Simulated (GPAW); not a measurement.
The system is HPbNO4.

```
H Pb N O
1.0
     4.27531   -0.00040    0.00636
    -2.08399    5.20775   -0.04907
    -2.12377   -1.86574    4.91491
H Pb N O
1 1 1 4
Direct
  0.99073 0.03330 0.90994
  0.50274 0.81989 0.14287
  0.00838 0.47408 0.50265
  0.99816 0.92741 0.02877
  0.19467 0.73435 0.60852
  0.81673 0.35882 0.24556
  0.01381 0.33121 0.65217
```

The cell was built by a generator and needn't be a form met in nature.

Base run:

```yaml
Program: GPAW 26.7.0
Functional: PBE
Potentials_or_basis: GPAW PAW data sets (gpaw-data 1.2.1)
Cutoff: 800 eV
Basis: pw
k_mesh: 6 × 4 × 4
Occupations: fermi-dirac, width 0.05 eV
Spin: no spin polarisation
```

Its results: band gap on the k mesh 2.86 eV, indirect (least direct gap 3.17 eV); pressure -0.3 GPa; largest force 0.118 eV/Å.

Q: The run is repeated on the same cell with these changes: functional from PBE to r2SCAN. What comes out?

A: Band gap on the k mesh 3.21 eV, indirect (least direct gap 3.51 eV); pressure -3.2 GPa; largest force 0.635 eV/Å.

r2SCAN gives the wider gap, since meta-GGAs in the generalised Kohn-Sham scheme recover part of the derivative discontinuity.

Caveats: spin-orbit coupling is left out, which as a rule narrows the gap of such compounds by several tenths of an eV; the PAW data sets were made with another functional, which shifts forces and pressure a little (some runs).

A k mesh can miss the band edges.

Not every run made on this cell is shown here.
